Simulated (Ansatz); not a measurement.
This script makes an atomisation energy of C3H6Te, SMILES C=C(C)[TeH] with the Python package of Ansatz (0.2.0).

`tae_c3h6te.py`
```python
'''Atomisation energy of C3H6Te at the given geometry.'''

from collections import Counter

import ansatz as az

BASIS = 'def2-TZVP'
XC = 'hf'


def energy_of(molecule, charge=0, unpaired=0):
    calc = molecule.calculation().basis(gaussian=BASIS).functional(XC)
    if charge:
        calc = calc.charge(charge)
    if unpaired:
        calc = calc.spin('collinear', total=unpaired)
    return calc.run(threads=1, pin='off').report['free_energy_ev']

c3h6te = (
    az.Crystal.molecule()
    .atom('C', [-1.1256, 0.7489, -0.2091])
    .atom('C', [-0.1338, -0.0399, -0.2833])
    .atom('C', [0.2591, -0.8253, 0.9053])
    .atom('Te', [1.0187, -0.226, -2.1077])
    .atom('H', [-1.4718, 1.3565, -1.1118])
    .atom('H', [-1.7378, 0.9284, 0.6985])
    .atom('H', [-0.5108, -1.4862, 1.2509])
    .atom('H', [1.2119, -1.4381, 0.6684])
    .atom('H', [0.5675, -0.1216, 1.7895])
    .atom('H', [2.0057, 1.0522, -1.5979])
)

# unpaired electrons of the ground-state atoms
unpaired = {'C': 2, 'Te': 2, 'H': 1}
counts = Counter(site.symbol for site in c3h6te.cartesian_sites)
atom_energy = {s: energy_of(az.Crystal.molecule().atom(s, (0, 0, 0)), 0, unpaired[s]) for s in counts}
whole = energy_of(c3h6te, 0, 0)
for s, e in atom_energy.items():
    print(f'{s:2s} x{counts[s]}  {e:14.5f} eV')
print(f'C3H6Te: {whole:.5f} eV')
split = sum(counts[s] * e for s, e in atom_energy.items()) - whole
print(f'atomisation energy (no zero-point term): {96.485332 * split:.1f} kJ/mol, {split / sum(counts.values()):.3f} eV an atom')
```

What does it cost to take this molecule apart into atoms?

2623.8 kJ/mol from the electronic energies, without the zero-point term.

The run itself:

Running `python tae_c3h6te.py` prints:
```text
C  x3     -1025.66459 eV
Te x1     -7265.59126 eV
H  x6       -13.60052 eV
C3H6Te: -10451.38212 eV
atomisation energy (no zero-point term): 2623.8 kJ/mol, 2.719 eV an atom
```

What to keep in mind:
- Total energies depend on the basis set; only differences at equal settings carry meaning.
- The geometry is a force-field or estimated start, not a minimum of this method, and the basis set is short of its limit. All parts are taken at fixed geometry, without zero-point energy.
- def2 sets replace the cores of elements past krypton by effective core potentials.
- Hartree-Fock leaves correlation out, so bond, atomisation and ionisation energies come out well too low.
- The spin-orbit lowering of heavy atoms is left out.
- Finished in 5 s on 1 thread of Arm Neoverse V1 (shared host), peak memory 0.47 GiB.
